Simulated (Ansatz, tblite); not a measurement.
**The cluster Ga₂Cl₆: one state, many levels**

One table from this session's results is given with a row withheld; the runs are named, their logs left out.

Computed with Ansatz 0.2.0, Gaussian basis. Level: as each input shows.

The runs, in order: GFN1-xTB, GFN2-xTB, PBE-D4/def2-TZVP, r2SCAN-D4/def2-TZVP, B2PLYP/def2-TZVP, HSE06-D4/def2-TZVP, ωB97X-V/def2-TZVP, PBE-D4/def2-SVP, PBE0-D4/def2-SVP, HF/STO-3G, HF/6-31G, B3LYP-D4/6-31G, PBE0-D4/def2-TZVPD, PBE-D4/def2-TZVPD, B2PLYP/def2-TZVPD, CCSD(T)/def2-SVP, MP2/def2-TZVP, RPA/def2-TZVP.

8 further runs of the same task are left out: 4 that didn't finish, 4 set aside as unsound or not needed. Runs told in other sessions of the task aren't counted.

### The geometry

The singlet was relaxed beforehand with PBE-D4/def2-SVP. At that level it is the lowest of the isomers that a small search found.

8 atoms, charge 0, spin multiplicity 1.

Bond lengths: Ga1–Cl3 2.354 Å, Ga1–Cl5 2.141 Å, Ga1–Cl6 2.357 Å, Ga1–Cl8 2.142 Å, Ga2–Cl3 2.357 Å, Ga2–Cl4 2.141 Å, Ga2–Cl6 2.355 Å, Ga2–Cl7 2.142 Å. Angles: Cl3–Ga1–Cl5 109.3°, Cl3–Ga1–Cl6 91.0°, Cl3–Ga1–Cl8 109.2°, Cl5–Ga1–Cl6 109.3°, Cl5–Ga1–Cl8 124.0°, Cl6–Ga1–Cl8 109.0°, Cl3–Ga2–Cl4 109.3°, Cl3–Ga2–Cl6 91.0°, Cl3–Ga2–Cl7 109.0°, Cl4–Ga2–Cl6 109.3°, Cl4–Ga2–Cl7 124.0°, Cl6–Ga2–Cl7 109.2°, Ga1–Cl3–Ga2 88.9°, Ga1–Cl6–Ga2 88.9°.

PBE0-D4/def2-TZVP was run before; its log isn't repeated, and its numbers join the tables.

The first run:

Tight binding, by tblite at 300 K electronic temperature and without a spin-polarisation term:

```python
tblite.interface.Calculator('GFN1-xTB', numbers, positions, charge=0, uhf=0).singlepoint()
```

Tight binding, by tblite at 300 K electronic temperature and without a spin-polarisation term:

```python
tblite.interface.Calculator('GFN2-xTB', numbers, positions, charge=0, uhf=0).singlepoint()
```

start.molden holds the orbitals of an earlier run on this state, given as this run's starting guess.

The input, in.yaml:

```yaml
crystal:
  periodic: [false, false, false]
  atoms:
    - {symbol: Ga, position_ang: [-0.657650, -0.769561, 1.303012]}
    - {symbol: Ga, position_ang: [0.658696, 0.778090, -1.297597]}
    - {symbol: Cl, position_ang: [1.535140, -0.469502, 0.499801]}
    - {symbol: Cl, position_ang: [1.316432, 2.809494, -1.136002]}
    - {symbol: Cl, position_ang: [-0.870088, 0.242505, 3.178126]}
    - {symbol: Cl, position_ang: [-1.517718, 0.591420, -0.418429]}
    - {symbol: Cl, position_ang: [0.797705, -0.387434, -3.088763]}
    - {symbol: Cl, position_ang: [-1.262519, -2.795023, 0.959852]}
basis:
  gaussian: {orbitals: def2-TZVP, initial_orbitals: start.molden}
hamiltonian: {xc: pbe, dispersion: d4}
scf: {omitted_lower_state_checks: [starts]}
output: {orbitals: {seedname: orbitals}}
```

Launch:

```
> ansatz run in.yaml --threads 4 --pin off --events-out ev --progress --plain --max-ram 4787MiB
```

Steps of the session up to this table: PBE-D4/def2-TZVP; r2SCAN-D4/def2-TZVP; B2PLYP/def2-TZVP; HSE06-D4/def2-TZVP; ωB97X-V/def2-TZVP; PBE-D4/def2-SVP; PBE0-D4/def2-SVP; HF/STO-3G; HF/6-31G; B3LYP-D4/6-31G; PBE0-D4/def2-TZVPD; PBE-D4/def2-TZVPD; B2PLYP/def2-TZVPD; CCSD(T)/def2-SVP; MP2/def2-TZVP; RPA/def2-TZVP.

One table of the session follows, with a row left open; its other results are not shown here.

It belongs to the step «Levels side by side». 

```
              level  HOMO (eV)  gap (eV)
          HF/STO-3G     -10.23     14.24
           HF/6-31G     -13.40     13.56
    PBE-D4/def2-SVP      -7.90      4.87
   PBE-D4/def2-TZVP      -8.07      4.90
  PBE-D4/def2-TZVPD      -8.13      4.85
r2SCAN-D4/def2-TZVP          ?         ?
     B3LYP-D4/6-31G      -9.56      6.18
   PBE0-D4/def2-SVP      -9.42      7.26
  PBE0-D4/def2-TZVP      -9.52      7.28
 PBE0-D4/def2-TZVPD      -9.55      7.19
 HSE06-D4/def2-TZVP      -9.12      6.51
  ωB97X-V/def2-TZVP     -11.98     11.87
  B2PLYP/def2-TZVPD     -10.77      9.64
```

Estimate the missing values for r2SCAN-D4/def2-TZVP.

**Answer.** HOMO (eV): -8.47; gap (eV): 5.51. In the column «HOMO (eV)» it lies between HSE06-D4/def2-TZVP (-9.12) and PBE-D4/def2-TZVPD (-8.13).
